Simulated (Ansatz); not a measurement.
Predict the output of the script below (Ansatz's Python interface).

`bde_c2h6b2.py`:
```python
"""Cost of removing each kind of hydrogen from C2H6B2, fragments frozen."""

import ansatz as az

BASIS = "def2-SVP"
FUNCTIONAL = "B3LYP"


def energy_of(molecule, charge=0, unpaired=0):
    calc = (
        molecule.calculation()
        .basis(gaussian=BASIS)
        .functional(FUNCTIONAL)
        .accuracy("medium")
    )
    if charge:
        calc = calc.charge(charge)
    if unpaired:
        calc = calc.spin("collinear", total=unpaired)
    return calc.run(threads=1).report["free_energy_ev"]

def without(molecule, index):
    rest = az.Crystal.molecule()
    for i, site in enumerate(molecule.cartesian_sites):
        if i != index:
            rest = rest.atom(site.symbol, site.position_ang)
    return rest


def main() -> None:
    geometry_ang = [
        ("C", (-1.1945, 0.8929, -0.621)),
        ("B", (-0.1153, 0.003, -0.0336)),
        ("B", (0.4239, -1.5021, 0.6209)),
        ("C", (1.4165, -0.2482, 0.407)),
        ("H", (-1.6509, 0.4672, -1.5711)),
        ("H", (-2.0547, 1.0761, 0.1121)),
        ("H", (-0.7855, 1.9325, -0.874)),
        ("H", (0.3338, -2.6018, 0.9812)),
        ("H", (1.6429, 0.2832, 1.3838)),
        ("H", (2.0669, -0.3538, -0.4023)),
    ]
    geometry = az.Crystal.molecule()
    for symbol, xyz in geometry_ang:
        geometry = geometry.atom(symbol, xyz)

    whole = energy_of(geometry, 0)
    hydrogen = energy_of(az.Crystal.molecule().atom("H", (0, 0, 0)), 0, 1)
    print(f"E(molecule) = {whole:.5f} eV, E(H) = {hydrogen:.5f} eV")
    for index in [6, 7, 9]:
        radical = energy_of(without(geometry, index), 0, 1)
        print(f"H{index}: homolysis {23.060548 * (radical + hydrogen - whole):.1f} kcal/mol")


if __name__ == "__main__":
    main()
```

```console
$ python bde_c2h6b2.py
E(molecule) = -3519.06276 eV, E(H) = -13.63995 eV
H6: homolysis 102.3 kcal/mol
H7: homolysis 103.1 kcal/mol
H9: homolysis 77.1 kcal/mol
```

Reading the output:
- These settings explore the input space; basis and method may be short of convergence.
- The geometry is a force-field or estimated start, not a minimum of this method, and the basis set is short of its limit. All parts are taken at fixed geometry, without zero-point energy.
- b3lyp holds the VWN-RPA fit, as in Gaussian; the form of ORCA and Turbomole is b3lyp5.
- Wall time of the script: 13 s on 1 thread of Intel(R) Xeon(R) 6975P-C (Granite Rapids), with other jobs on the host, peak memory 0.29 GiB.
